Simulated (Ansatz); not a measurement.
**AlCl3H2Se: small, medium and large basis sets**

An exercise on one series of results from a longer session: the logs are not shown, and one member is left open.

Program: Ansatz 0.2.0, Gaussian basis. Level of theory: one geometry, several basis sets. These are calculated values, not measurements.

Plan: PBE0-D4/def2-SVP; ωB97M-V/def2-SVP; PBE0-D4/def2-QZVPP; ωB97M-V/def2-QZVPP; the functionals' def2-TZVPP values are taken from earlier runs.

**The relaxed structure**

All runs share one geometry, relaxed beforehand with PBE0-D4 in a triple-zeta def2 set.

SMILES `[Cl][Al-]([Cl])([Cl])[SeH2+]`, 7 atoms, charge 0, spin multiplicity 1.

Atoms are counted from 1 here; the program's logs count them from 0.

Bond lengths: Cl1–Al2 2.102 Å, Al2–Cl3 2.102 Å, Al2–Cl4 2.103 Å, Al2–Se5 2.601 Å, Se5–H6 1.470 Å, Se5–H7 1.470 Å. Angles: Cl1–Al2–Cl3 118.0°, Cl1–Al2–Cl4 116.9°, Cl1–Al2–Se5 98.4°, Cl3–Al2–Cl4 116.9°, Cl3–Al2–Se5 98.4°, Cl4–Al2–Se5 102.0°, Al2–Se5–H6 94.9°, Al2–Se5–H7 95.0°, H6–Se5–H7 91.7°.

Geometry (Å):

```csv
atom,x (Å),y (Å),z (Å)
Cl1,-0.6275,-1.1640,2.2274
Al2,0.0428,-1.0120,0.2411
Cl3,2.0050,-1.6315,-0.1878
Cl4,-1.3930,-1.2824,-1.2717
Se5,0.4309,1.5593,0.1674
H6,-0.9982,1.9013,0.1208
H7,0.5401,1.6292,-1.2971
```

Set-up of the first run:

Input file in.yaml:

```yaml
crystal:
  periodic: [false, false, false]
  atoms:
    - {symbol: Cl, position_ang: [-0.627511, -1.163955, 2.227384]}
    - {symbol: Al, position_ang: [0.042796, -1.012012, 0.241055]}
    - {symbol: Cl, position_ang: [2.004961, -1.631479, -0.187784]}
    - {symbol: Cl, position_ang: [-1.393037, -1.282369, -1.271692]}
    - {symbol: Se, position_ang: [0.430908, 1.559285, 0.167355]}
    - {symbol: H, position_ang: [-0.998176, 1.901327, 0.120796]}
    - {symbol: H, position_ang: [0.540059, 1.629214, -1.297104]}
basis:
  gaussian: {orbitals: def2-SVP}
hamiltonian: {xc: pbe0, dispersion: d4}
output: {orbitals: {seedname: orbitals}}
```

Launch:

```console
$ ansatz run in.yaml --threads 4 --pin off --events-out ev --progress --plain --max-ram 10444MiB
```

Among the steps run: PBE0-D4 in def2-SVP; ωB97M-V in def2-SVP; PBE0-D4 in def2-QZVPP; ωB97M-V in def2-QZVPP.

One table of the session follows, with a row left open; its other results are not shown here.

It belongs to the step «Functionals by basis». 

| functional | basis | HOMO (eV) |
| --- | --- | --- |
| PBE0-D4 | def2-SVP | ? |
| PBE0-D4 | def2-TZVPP | -8.71 |
| PBE0-D4 | def2-QZVPP | -8.75 |
| ωB97M-V | def2-SVP | -10.70 |
| ωB97M-V | def2-TZVPP | -10.96 |
| ωB97M-V | def2-QZVPP | -11.03 |

Q: Estimate the row for PBE0-D4, def2-SVP from the others.

The run gave: HOMO (eV): -8.51. In the column «HOMO (eV)» it is the highest.
